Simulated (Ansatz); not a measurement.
Relaxation of a periodic cell of 17 atoms, Mg$_{9}$O$_{8}$ (host MgO, host structure Fm-3m, interstitial Mg), to a largest force component of 0.03 eV/Å in at most 60 steps.

All numbers below come from DFT PBE, scalar-relativistic, plane waves, PAW (Ansatz). Settings: PAW set soft_1, cutoff 420 eV, k mesh 2x2x2, gaussian smearing 0.02 eV, no spin polarisation.

```xyz
17
Lattice="0.0000 4.2270 4.2270 4.2270 0.0000 4.2270 4.2270 4.2270 0.0000" Properties=species:S:1:pos:R:3
Mg 0.000 0.000 0.000
O 2.114 2.114 2.114
Mg 2.114 2.114 0.000
O 4.227 4.227 2.114
Mg 2.114 0.000 2.114
O 4.227 2.114 4.227
Mg 4.227 2.114 2.114
O 6.340 4.227 4.227
Mg 0.000 2.114 2.114
O 2.114 4.227 4.227
Mg 2.114 4.227 2.114
O 4.227 6.340 4.227
Mg 2.114 2.114 4.227
O 4.227 4.227 6.340
Mg 4.227 4.227 4.227
O 6.340 6.340 6.340
Mg 7.399 7.383 5.244
```

Question: Where does it end, and by what steps?

Answer: The forces met the threshold. The force dipped under the threshold on the way, but the program's further checks kept it going. Limits of this set-up: coarse k mesh. After 13 steps the energy has fallen by 6.049 eV; Mg13 moved furthest, 0.37 Å.

| step | energy less start (eV) | largest force component (eV/Å) | accepted |
| --- | --- | --- | --- |
| 0 | 0.0000 | 6.318 | yes |
| 1 | -4.2130 | 3.293 | yes |
| 2 | -5.9895 | 0.204 | yes |
| 3 | -6.0110 | 0.133 | yes |
| 4 | -6.0259 | 0.089 | yes |
| 5 | -6.0315 | 0.082 | yes |
| 6 | -6.0357 | 0.130 | yes |
| 7 | -6.0399 | 0.125 | yes |
| 8 | -6.0453 | 0.083 | yes |
| 9 | -6.0478 | 0.065 | yes |
| 10 | -6.0484 | 0.071 | yes |
| 11 | -6.0489 | 0.021 | yes |
| 12 | -6.0489 | 0.021 | yes |
| 13 | -6.0490 | 0.015 | yes |

```xyz
17
Lattice="0.0000 4.2270 4.2270 4.2270 0.0000 4.2270 4.2270 4.2270 0.0000" Properties=species:S:1:pos:R:3
Mg -0.015 -0.015 0.019
O 2.168 2.168 2.053
Mg 2.131 2.130 0.020
O 4.172 4.172 2.053
Mg 1.953 0.160 2.260
O 4.319 2.027 4.245
Mg 4.220 2.120 2.136
O 6.407 4.161 4.292
Mg 0.162 1.951 2.263
O 2.031 4.315 4.248
Mg 2.120 4.220 2.134
O 4.160 6.408 4.293
Mg 1.898 1.900 4.018
O 4.207 4.207 6.365
Mg 4.435 4.437 4.022
O 6.358 6.358 6.373
Mg 7.396 7.389 5.173
```

Time of the run: 56 s on 1 thread of Intel(R) Xeon(R) Platinum 8259CL CPU @ 2.50GHz (Skylake/Cascade Lake), on a shared host, peak memory 0.45 GiB.
